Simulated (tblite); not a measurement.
# C8H10: the cost of one run

Computed with tblite 0.8.0 and PySCF 2.14.0, with density-fitted response routines of our own, on a single molecule in the gas phase. Atoms count from 0, in the outputs and in this text.

**1. Starting geometry**

18 atoms, charge 0, multiplicity 1; geometry from: force field or distance geometry start.

Bonds of the start (Å): C0–C1 1.47, C1–C2 1.21, C2–C3 1.49, C3–C4 1.47, C4–C5 1.30, C5–C6 1.30, C6–C7 1.48, C0–H8 1.09, C0–H9 1.12, C0–H10 1.11, C3–H11 1.12, C3–H12 1.11, C4–H13 1.06, C6–H14 1.05, C7–H15 1.11, C7–H16 1.13, C7–H17 1.10.

**2. Geometry optimisation with GFN2-xTB**

The job: settings as JSON, then the geometry in Å.

```
{"job": {"kind": "relax", "xc": "GFN2-xTB", "basis": "xTB"}, "charge": 0, "multiplicity": 1}
C      3.492600     0.993500     0.102200
C      2.375900     0.062700    -0.092100
C      1.484700    -0.742800    -0.236000
C      0.365000    -1.695700    -0.459000
C     -0.620000    -1.149200    -1.396600
C     -1.279700    -0.101900    -0.983800
C     -1.932200     0.936900    -0.542200
C     -3.152500     0.627200     0.233000
H      3.155000     1.915400     0.584900
H      3.939700     1.266500    -0.883700
H      4.312200     0.499400     0.668900
H     -0.045400    -1.908100     0.559700
H      0.861800    -2.612300    -0.828100
H     -0.840900    -1.502300    -2.371400
H     -1.544700     1.894300    -0.755800
H     -3.024600    -0.156600     1.015500
H     -3.876500     0.172900    -0.512000
H     -3.679200     1.506600     0.620000
```

Command:

```bash
> OMP_NUM_THREADS=1 python probes_run.py task.json out
```

One launch serves the whole session: the jobs run in the order shown.

Q: Estimate the wall time and peak memory of this first job on 1 thread of AMD EPYC, shared host.

About 3.7 s, with a peak of 0.18 GiB.
